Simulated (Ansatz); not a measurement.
# C₃H₃B (SMILES B=C=C=C): single points off equilibrium

One table from this session's results is given with a row withheld; the runs are named, their logs left out.

Program: Ansatz 0.2.0, Gaussian basis. Level of theory: single points in def2-TZVPP. These are calculated values, not measurements.

Cores are frozen in the correlated methods.

**Starting geometry**

SMILES `B=C=C=C`, 7 atoms, charge 0, spin multiplicity 1.

Atoms are counted from 1 here; the program's logs count them from 0.

Bond lengths: B1–C2 1.257 Å, B1–H5 1.194 Å, C2–C3 1.289 Å, C3–C4 1.373 Å, C4–H6 1.103 Å, C4–H7 0.884 Å. Angles: C2–B1–H5 177.6°, B1–C2–C3 175.9°, C2–C3–C4 178.1°, C3–C4–H6 116.3°, C3–C4–H7 116.9°, H6–C4–H7 125.6°.

As a file:

```
atom     x (Å)     y (Å)     z (Å)
  B1  -2.14640  -0.19810   0.24450
  C2  -0.90720  -0.01100   0.14990
  C3   0.37070   0.09460   0.01910
  C4   1.73680   0.16810  -0.09510
  H5  -3.33050  -0.32970   0.31950
  H6   2.14440   0.12800  -1.11930
  H7   2.18680   0.40180   0.62920
```

Set-up of the first run:

File run/in.yaml:

```yaml
crystal:
  periodic: [false, false, false]
  atoms:
    - {symbol: B, position_ang: [-2.146400, -0.198100, 0.244500]}
    - {symbol: C, position_ang: [-0.907200, -0.011000, 0.149900]}
    - {symbol: C, position_ang: [0.370700, 0.094600, 0.019100]}
    - {symbol: C, position_ang: [1.736800, 0.168100, -0.095100]}
    - {symbol: H, position_ang: [-3.330500, -0.329700, 0.319500]}
    - {symbol: H, position_ang: [2.144400, 0.128000, -1.119300]}
    - {symbol: H, position_ang: [2.186800, 0.401800, 0.629200]}
basis:
  gaussian: {orbitals: def2-TZVPP}
correlation: {method: ccsd_t}
output: {forces: true}
```

The command line of these runs was not kept.

Among the steps run: CCSD(T)/def2-TZVPP; PBE0-D4/def2-TZVPP; wB97M-V/def2-TZVPP; r2SCAN-D4/def2-TZVPP; PBE-D4/def2-TZVPP; revPBE-D4/def2-TZVPP; r2SCANh-D4/def2-TZVPP.

One table of the session follows, with a row left open; its other results are not shown here.

```
    method  RMS force component (eV/Å)  angle to CCSD(T) forces (°)  dipole (D)
   CCSD(T)                       4.966                    reference        0.22
   PBE0-D4                       5.018                          2.7        0.16
   wB97M-V                       4.943                          3.0        0.12
 r2SCAN-D4                       4.983                          2.2        0.21
    PBE-D4                           ?                            ?           ?
 revPBE-D4                       4.996                          1.3        0.27
r2SCANh-D4                       4.994                          2.6        0.17
```

Q: Estimate the row for PBE-D4 from the others.

As computed: RMS force component (eV/Å): 4.986; angle to CCSD(T) forces (°): 1.7; dipole (D): 0.27. In the column «RMS force component (eV/Å)» it lies between r2SCAN-D4 (4.983) and r2SCANh-D4 (4.994).
